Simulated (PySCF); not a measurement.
# [BF4]− (tetrafluoroborate) at 6 levels

Aim: a comparison of 6 runs (HF/STO-3G, HF/3-21G, B3LYP/6-31G*, wB97M-V/aug-cc-pVDZ, wB97X/aug-cc-pVDZ, SCS-MP2/aug-cc-pVDZ) of [BF4]− (tetrafluoroborate). Input form: a Python script.

The results are computed with PySCF 2.14.0.

1 further run of the same task is left out (set aside as unsound or not needed).

**1. The system as given**

[BF4]−: 5 atoms, total charge -1, spin state singlet. As SMILES, `F[B-](F)(F)F`. The shape is that of a PBE0-D4/def2-TZVPD optimisation.

Bond lengths: F1–B2 1.406 Å, B2–F3 1.406 Å, B2–F4 1.406 Å, B2–F5 1.406 Å. Angles: F1–B2–F3 109.5°, F1–B2–F4 109.5°, F1–B2–F5 109.5°, F3–B2–F4 109.5°, F3–B2–F5 109.5°, F4–B2–F5 109.5°.

**2. The energy at HF/STO-3G (run 1)**

File job.py:

```python
from pyscf import gto

system = gto.Mole()
system.atom = '''
F     -0.057100    -0.040200     1.404000
B      0.000000     0.000000     0.000100
F      0.948900    -0.931000    -0.457200
F     -1.262500    -0.319100    -0.529700
F      0.370700     1.290300    -0.417200
'''
system.charge = -1
system.verbose = 3
system.max_memory = 1860
system.basis = 'sto-3g'
system.build()

mf = system.RHF()
mf.conv_tol = 1e-10
mf.kernel()
if not mf.converged:
    mf = mf.newton().run(mf.mo_coeff, mf.mo_occ)

e_tot = mf.e_tot
print('E(%s) = %.9f' % ('HF', e_tot))
```

Run with:

```console
OMP_NUM_THREADS=1 python job.py
```

What it wrote:

```text
converged SCF energy = -416.613920099527
E(HF) = -416.613920100
```

It took 0.81 s on 1 thread of Intel Xeon at 2.70GHz, shared host; peak memory 0.12 GiB.

**3. A single-point energy at HF/3-21G (run 2)**

File run.py:

```python
# F[B-](F)(F)F
from pyscf import gto

system = gto.M(
    atom='''
F     -0.107903    -0.075967     2.653175
B      0.000000     0.000000     0.000189
F      1.793161    -1.759335    -0.863983
F     -2.385779    -0.603012    -1.000988
F      0.700521     2.438314    -0.788394
''',
    unit='bohr',
    charge=-1,
    basis='3-21g',
    max_memory=1860,
    verbose=3,
)

mf = system.RHF()
mf.conv_tol = 1e-10
mf.kernel()
if not mf.converged:
    mf = mf.newton().run(mf.mo_coeff, mf.mo_occ)

e_tot = mf.e_tot
print(f'total energy: {e_tot:.8f} hartree')
```

Run with:

```console
OMP_NUM_THREADS=1 python run.py
```

What it wrote:

```text
converged SCF energy = -420.492430794179
total energy: -420.49243079 hartree
```

It took 0.85 s on 1 thread of Intel Xeon at 2.70GHz, shared host; peak memory 0.12 GiB.

Run 3 isn't shown in full; the table further down has it.

**4. A single-point energy at wB97M-V/aug-cc-pVDZ (run 4)**

File calc.py:

```python
from pyscf import gto, dft

mol = gto.M(
    atom=[
    ('F', (-0.057100, -0.040200, 1.404000)),
    ('B', (0.000000, 0.000000, 0.000100)),
    ('F', (0.948900, -0.931000, -0.457200)),
    ('F', (-1.262500, -0.319100, -0.529700)),
    ('F', (0.370700, 1.290300, -0.417200)),
],
    max_memory=1860,
    charge=-1,
    verbose=3,
    basis='aug-cc-pvdz',
    spin=0,
)

mf = dft.RKS(mol, xc='wb97m-v')
mf.nlcgrids.level = 1
mf.conv_tol = 1e-10
mf.grids.level = 5
mf.kernel()
if not mf.converged:
    mf = mf.newton().run(mf.mo_coeff, mf.mo_occ)

energy = mf.e_tot
print('Final energy', energy)
```

Run with:

```console
OMP_NUM_THREADS=1 python calc.py
```

What it wrote:

```text
converged SCF energy = -424.493650780236
Final energy -424.4936507802364
```

Wall time 83 s (1 thread of Intel Xeon at 2.70GHz, shared host); peak memory 0.68 GiB.

Run 5 isn't shown in full; the table further down has it.

**5. A single-point energy at SCS-MP2/aug-cc-pVDZ (run 6)**

File calc.py:

```python
# F[B-](F)(F)F
from pyscf import gto, mp

molecule = gto.M(
    atom='''
F     -0.107903    -0.075967     2.653175
B      0.000000     0.000000     0.000189
F      1.793161    -1.759335    -0.863983
F     -2.385779    -0.603012    -1.000988
F      0.700521     2.438314    -0.788394
''',
    spin=0,
    max_memory=1860,
    unit='bohr',
    basis='aug-cc-pvdz',
    charge=-1,
    verbose=4,
)

mf = molecule.RHF()
mf.conv_tol = 1e-10
mf.kernel()
if not mf.converged:
    mf = mf.newton().run(mf.mo_coeff, mf.mo_occ)

pt = mp.MP2(mf, frozen=5).run()
e_tot = mf.e_tot + 1.2 * pt.e_corr_os + pt.e_corr_ss / 3
print('E = %.10f Eh' % e_tot)
```

Run with:

```console
OMP_NUM_THREADS=1 python calc.py
```

What it wrote:

```text
PySCF version 2.14.0

[INPUT] num. atoms = 5
[INPUT] num. electrons = 42
[INPUT] charge = -1
[INPUT] spin (= nelec alpha-beta = 2S) = 0
[INPUT] symmetry False subgroup None
[INPUT] Mole.unit = bohr
[INPUT] Symbol           X                Y                Z      unit          X                Y                Z       unit  Magmom
[INPUT]  1 F     -0.057099808590  -0.040200005182   1.403999746583 AA   -0.107903000000  -0.075967000000   2.653175000000 Bohr   0.0
[INPUT]  2 B      0.000000000000   0.000000000000   0.000100014493 AA    0.000000000000   0.000000000000   0.000189000000 Bohr   0.0
[INPUT]  3 F      0.948899936711  -0.930999988374  -0.457200114222 AA    1.793161000000  -1.759335000000  -0.863983000000 Bohr   0.0
[INPUT]  4 F     -1.262499877092  -0.319100208311  -0.529700038004 AA   -2.385779000000  -0.603012000000  -1.000988000000 Bohr   0.0
[INPUT]  5 F      0.370699748971   1.290300201867  -0.417200138026 AA    0.700521000000   2.438314000000  -0.788394000000 Bohr   0.0

nuclear repulsion = 179.786674353573
number of shells = 40
number of NR pGTOs = 175
number of NR cGTOs = 115
basis = aug-cc-pvdz
ecp = {}

******** <class 'pyscf.scf.hf.RHF'> ********
method = RHF
initial guess = minao
damping factor = 0
level_shift factor = 0
DIIS = <class 'pyscf.scf.diis.CDIIS'>
diis_start_cycle = 1
diis_space = 8
diis_damp = 0
SCF conv_tol = 1e-10
SCF conv_tol_grad = None
SCF max_cycles = 50
direct_scf = True
direct_scf_tol = 1e-13
Set gradient conv threshold to 1e-05
Initial guess from minao.
init E= -422.84127782875
  HOMO = -0.618151281169865  LUMO = 0.0454416431078055  gap/eV = 18.05728
cycle= 1 E= -422.678990634879  delta_E= 0.162  |g|= 0.769  |ddm|= 2.22
  HOMO = -0.316818413144281  LUMO = 0.183735406488335  gap/eV = 13.62076
cycle= 2 E= -422.755159299833  delta_E= -0.0762  |g|= 0.43  |ddm|= 0.869
  HOMO = -0.38201078081396  LUMO = 0.183596908026179  gap/eV = 15.39097
cycle= 3 E= -422.782273538703  delta_E= -0.0271  |g|= 0.0335  |ddm|= 0.233
  HOMO = -0.378533467317035  LUMO = 0.183601258107778  gap/eV = 15.29647
cycle= 4 E= -422.782666125278  delta_E= -0.000393  |g|= 0.00635  |ddm|= 0.0705
  HOMO = -0.380574981457869  LUMO = 0.183559397804514  gap/eV = 15.35088
cycle= 5 E= -422.782678561557  delta_E= -1.24e-05  |g|= 0.00129  |ddm|= 0.011
  HOMO = -0.380580258760427  LUMO = 0.183558552083926  gap/eV = 15.35100
cycle= 6 E= -422.782679327507  delta_E= -7.66e-07  |g|= 0.000221  |ddm|= 0.00284
  HOMO = -0.380606254717928  LUMO = 0.183558415068215  gap/eV = 15.35170
cycle= 7 E= -422.782679352542  delta_E= -2.5e-08  |g|= 2.94e-05  |ddm|= 0.000657
  HOMO = -0.380604472098088  LUMO = 0.183558337359886  gap/eV = 15.35165
cycle= 8 E= -422.782679352912  delta_E= -3.7e-10  |g|= 6.45e-06  |ddm|= 5.44e-05
  HOMO = -0.380605444754218  LUMO = 0.183558334319701  gap/eV = 15.35168
cycle= 9 E= -422.782679352922  delta_E= -9.32e-12  |g|= 2.64e-06  |ddm|= 8.34e-06
  HOMO = -0.380605005320851  LUMO = 0.183558330947214  gap/eV = 15.35167
Extra cycle  E= -422.782679352923  delta_E= -1.14e-12  |g|= 1.65e-06  |ddm|= 2.7e-06
converged SCF energy = -422.782679352923

******** <class 'pyscf.mp.mp2.RMP2'> ********
nocc = 16, nmo = 110
frozen orbitals 5
E(RMP2) = -423.699074683493  E_corr = -0.916395330570363
E(SCS-RMP2) = -423.66085390232  E_corr = -0.878174549397191
E_corr(same-spin) = -0.255576746869897
E_corr(oppo-spin) = -0.660818583700466
E = -423.6608539023 Eh
```

Wall time 3.9 s (1 thread of Intel Xeon at 2.70GHz, shared host); peak memory 0.38 GiB.

**6. The series**

| run | level | integration grid | nlc grid | energy (Eh) | HOMO energy (eV) | LUMO energy (eV) | HOMO–LUMO gap (eV) | wall time |
| --- | --- | --- | --- | --- | --- | --- | --- | --- |
| 1 | HF/STO-3G | – | – | -416.613920 | -2.70 | 28.21 | 30.91 | 0.81 s |
| 2 | HF/3-21G | – | – | -420.492431 | -9.20 | 18.21 | 27.40 | 0.85 s |
| 3 | B3LYP/6-31G* (spherical functions) | 5 | – | -424.493494 | -3.09 | 12.61 | 15.70 | 11 s |
| 4 | wB97M-V/aug-cc-pVDZ | 5 | 1 | -424.493651 | -7.36 | 4.52 | 11.89 | 83 s |
| 5 | wB97X/aug-cc-pVDZ | 5 | – | -424.493990 | -7.34 | 5.29 | 12.63 | 35 s |
| 6 | SCS-MP2/aug-cc-pVDZ | – | – | -423.660854 | -10.36 | 4.99 | 15.35 | 3.9 s |

**7. What came out**

| quantity | value |
| --- | --- |
| run 6: total energy | -423.66085 Eh |
| run 6: HOMO energy (Hartree–Fock orbitals) | -10.36 eV |
| run 6: LUMO energy (Hartree–Fock orbitals) | 4.99 eV |
| run 6: HOMO–LUMO gap (to an unbound level, set by the basis) | 15.35 eV |
| run 6: correlation energy (5 core orbitals frozen) | -878.2 mEh |

**Reading.** Over runs 1, 2, 3, 4, 5 the HOMO–LUMO gap runs from 11.89 eV (wB97M-V/aug-cc-pVDZ) to 30.91 eV (HF/STO-3G). The two ends differ in method and basis. The empty levels of an anion lie above zero and hang on the basis. Totals of different functionals can't be ranked against each other. In run 1 the basis is minimal, so the values are rough. All runs together took 2.2 min, the longest 83 s.
